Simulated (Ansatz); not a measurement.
# MoH₂O+ (sextet): the correlation ladder, def2-TZVPP

One table from this session's results is given with a row withheld; the runs are named, their logs left out.

The runs use Ansatz 0.2.0, Gaussian basis; def2-TZVPP, core rule «outside noble gas», up to 5 orbitals frozen.

To be run: UHF; CCSD(T) on ROHF; CCSD(T) on UHF; CCSDT(Q) on ROHF; CCSDT(Q) on UHF.

5 further runs of the same task are left out: 2 for a known fault of the program, 3 set aside as unsound or not needed. Runs told in other sessions of the task aren't counted.

## What is computed

The geometry is a PBE0/def2-TZVP stationary point (not a proven minimum). No spin-orbit coupling is included. Elements past krypton take def2 core potentials.

4 atoms, charge 1, spin multiplicity 6.

Atoms are counted from 1 here; the program's logs count them from 0.

Bond lengths: Mo1–O2 2.171 Å, O2–H3 0.964 Å, O2–H4 0.964 Å. Angles: Mo1–O2–H3 126.0°, Mo1–O2–H4 126.0°, H3–O2–H4 108.0°.

The first run:

in.yaml reads:

```yaml
crystal:
  periodic: [false, false, false]
  atoms:
    - {symbol: Mo, position_ang: [0.000000, 0.000000, 0.353257]}
    - {symbol: O, position_ang: [0.000000, 0.000000, -1.817854]}
    - {symbol: H, position_ang: [0.000000, 0.780356, -2.384507]}
    - {symbol: H, position_ang: [0.000000, -0.780356, -2.384507]}
basis:
  gaussian: {orbitals: def2-TZVPP}
total_charge: 1
magnetization: {spin_polarized: true, initial_magnetization: 5}
hamiltonian: {xc: hf}
output: {orbitals: {seedname: orbitals}}
```

Started as:

```console
$ ansatz run in.yaml --threads 1 --pin off --events-out ev --progress --plain --max-ram 4096MiB --backend cpu
```

Among the steps run: UHF; CCSD(T) on ROHF; CCSD(T) on UHF; CCSDT(Q) on ROHF; CCSDT(Q) on UHF.

One table of the session follows, with a row left open; its other results are not shown here.

It belongs to the step «Misses and costs». 

```
   method  from RCCSDT(Q) (kcal/mol)
     ROHF                    +220.73
      UHF                    +218.62
     RMP2                          ?
     UMP2                     +12.76
    RCCSD                      +6.52
    UCCSD                      +5.02
 RCCSD(T)                      +0.44
 UCCSD(T)                      -1.06
   RCCSDT                      +0.23
   UCCSDT                      -1.27
RCCSDT(Q)                          0
UCCSDT(Q)                      -1.52
```

Q: Estimate the row for RMP2 from the others.

As computed: from RCCSDT(Q) (kcal/mol): +14.41. In the column «from RCCSDT(Q) (kcal/mol)» it lies between UMP2 (+12.76) and UHF (+218.62).

Caveats from the session: Restricted and unrestricted rows rest on different reference determinants; a gap between their highest levels can come from leftover correlation error, from unlike frozen cores or from another state.
